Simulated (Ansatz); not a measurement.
# CH6AlOSi (SMILES [CH3][Al][O][SiH3]) at UB3LYP/6-31G(d) (spherical functions)

What is the vertical ionisation energy of CH6AlOSi at UB3LYP/6-31G* (spherical functions)? 

The results are computed with Ansatz 0.2.0.

105 further runs of the same task are left out: 105 set aside as unsound or not needed.

### Step 1. The system as given

The species is CH6AlOSi (10 atoms), meant as a doublet with charge 0. As SMILES, `[CH3][Al][O][SiH3]`. Geometry: relaxed at PBE0-D4/def2-TZVP. This is one conformer, not always the lowest.

Bond lengths: C1–Al2 1.967 Å, Al2–O3 1.696 Å, O3–Si4 1.625 Å, C1–H5 1.095 Å, C1–H6 1.095 Å, C1–H7 1.091 Å, Si4–H8 1.489 Å, Si4–H9 1.487 Å, Si4–H10 1.488 Å. Some angles: C1–Al2–O3 116.4°, Al2–O3–Si4 163.5°, Al2–C1–H5 108.9°, Al2–C1–H6 109.0°, Al2–C1–H7 113.2°, O3–Si4–H8 111.1°, O3–Si4–H9 110.0°, O3–Si4–H10 110.0°, H5–C1–H6 107.8°, H5–C1–H7 108.9°.

### Step 2. The energy at UB3LYP/6-31G(d) (spherical functions)

Contents of input.yaml:

```yaml
crystal:
  periodic: [false, false, false]
  atoms:
    - {symbol: C, position_ang: [0.243800, 1.981800, -1.341400]}
    - {symbol: Al, position_ang: [1.086500, 0.300600, -0.766100]}
    - {symbol: O, position_ang: [0.194200, -0.660700, 0.309100]}
    - {symbol: Si, position_ang: [-0.287900, -1.859400, 1.294000]}
    - {symbol: H, position_ang: [-0.701000, 1.751800, -1.844500]}
    - {symbol: H, position_ang: [0.014800, 2.586100, -0.457700]}
    - {symbol: H, position_ang: [0.869800, 2.566000, -2.016900]}
    - {symbol: H, position_ang: [0.686800, -2.984600, 1.283800]}
    - {symbol: H, position_ang: [-1.611000, -2.377800, 0.854700]}
    - {symbol: H, position_ang: [-0.413000, -1.355000, 2.687900]}
basis:
  gaussian:
    orbitals: 6-31G_st_-spherical.json
magnetization:
  spin_polarized: true
  initial_magnetization: 1
hamiltonian:
  xc: {name: B3LYP}
accuracy: high
output: {orbitals: {seedname: orbitals}}
```

The basis set 6-31G* is read from a file made from the Basis Set Exchange's data (not shown).

Command:

```bash
ansatz run input.yaml --threads 1 --pin off --max-ram 3480MiB --events-out events.jsonl --progress --plain --runs-dir runs
```

Log:

```text
Warning: RAYON_NUM_THREADS=1 ignored (pool sized by the plan → 1); use --threads N
Functional definition: B3LYP
  name "B3LYP"
  parameter a0 = 0.2
  parameter ax = 0.72
  parameter ac = 0.81
  exchange = (1 - a0 - ax)*slater_x + ax*b88_x + a0*exact_x
  correlation = (1 - ac)*vwn_rpa_c + ac*lyp_c
1729 factors; integrals over basis functions are off by at most 4.8e-9 eV
mean field evaluation 1: about -17646.8468 eV, gradient 5.1e1 eV
mean field evaluation 2: about -17610.0881 eV, gradient 1.0e2 eV
mean field evaluation 4: about -17657.4901 eV, gradient 7.2e0 eV
mean field evaluation 8: about -17657.9100 eV, gradient 2.7e-1 eV
mean field evaluation 16: about -17657.9105 eV, gradient 4.9e-5 eV
mean field -17657.91046937 eV, -648.9162407878 hartree, gradient 3.8e-8 eV, S^2 0.752308; 0 other end points of the search recorded, 0 dependent functions left out
reference -17657.91051433 eV, -648.9162424400 hartree; 24, 23 occupied and 52, 53 virtual orbitals, 1729 factors
Total energy: -17657.91051433 eV, -648.9162424400 hartree
```

It took 12 s on 1 thread of Arm Neoverse V2, shared host; peak memory 0.38 GiB.

### Step 3. The singlet cation, same level

Contents of run.yaml:

```yaml
crystal:
  periodic: [false, false, false]
  atoms:
    - {symbol: C, position_ang: [0.243800, 1.981800, -1.341400]}
    - {symbol: Al, position_ang: [1.086500, 0.300600, -0.766100]}
    - {symbol: O, position_ang: [0.194200, -0.660700, 0.309100]}
    - {symbol: Si, position_ang: [-0.287900, -1.859400, 1.294000]}
    - {symbol: H, position_ang: [-0.701000, 1.751800, -1.844500]}
    - {symbol: H, position_ang: [0.014800, 2.586100, -0.457700]}
    - {symbol: H, position_ang: [0.869800, 2.566000, -2.016900]}
    - {symbol: H, position_ang: [0.686800, -2.984600, 1.283800]}
    - {symbol: H, position_ang: [-1.611000, -2.377800, 0.854700]}
    - {symbol: H, position_ang: [-0.413000, -1.355000, 2.687900]}
basis:
  gaussian:
    orbitals: 6-31G_st_-spherical.json
total_charge: 1
hamiltonian:
  xc: {name: B3LYP}
accuracy: high
output: {orbitals: {seedname: orbitals}}
```

The basis set 6-31G* is read from a file made from the Basis Set Exchange's data (not shown).

Command:

```bash
ansatz run run.yaml --threads 1 --pin off --max-ram 3480MiB --events-out events.jsonl --progress --plain --runs-dir runs
```

Log, shortened:

```text
Warning: RAYON_NUM_THREADS=1 ignored (pool sized by the plan → 1); use --threads N
[... 7 set-up lines as earlier in the session ...]
1727 factors; integrals over basis functions are off by at most 4.8e-9 eV
mean field evaluation 1: about -17629.8161 eV, gradient 9.8e1 eV
mean field evaluation 2: about -17510.8660 eV, gradient 2.0e2 eV
mean field evaluation 4: about -17648.7180 eV, gradient 2.4e1 eV
mean field evaluation 8: about -17650.5275 eV, gradient 9.8e-1 eV
mean field evaluation 16: about -17650.5302 eV, gradient 1.4e-4 eV
mean field -17650.53019109 eV, -648.6450205636 hartree, gradient 3.0e-8 eV, S^2 0.000000; 0 other end points of the search recorded, 0 dependent functions left out
reference -17650.53023505 eV, -648.6450221791 hartree; 23, 23 occupied and 53, 53 virtual orbitals, 1727 factors
Total energy: -17650.53023505 eV, -648.6450221791 hartree
```

It took 6.9 s on 1 thread of Arm Neoverse V2, shared host; peak memory 0.25 GiB.

### Step 4. Summary of results

At UB3LYP/6-31G* (spherical functions):

| quantity | value |
| --- | --- |
| doublet CH6AlOSi: total energy | -648.91624 Eh |
| doublet CH6AlOSi: HOMO energy (highest over α and β) | -5.06 eV |
| doublet CH6AlOSi: LUMO energy (lowest over α and β) | -2.38 eV |
| doublet CH6AlOSi: ⟨S²⟩ | 0.752 |
| singlet cation: total energy | -648.64502 Eh |
| singlet cation: HOMO energy | -12.63 eV |
| singlet cation: LUMO energy | -9.57 eV |
| singlet cation: HOMO–LUMO gap | 3.06 eV |
| vertical ionisation energy (to the singlet cation) | 7.380 eV |

In words: The vertical ionisation energy comes to 7.38 eV (712 kJ/mol). Only the singlet of the ionised species was computed; a triplet could lie lower.
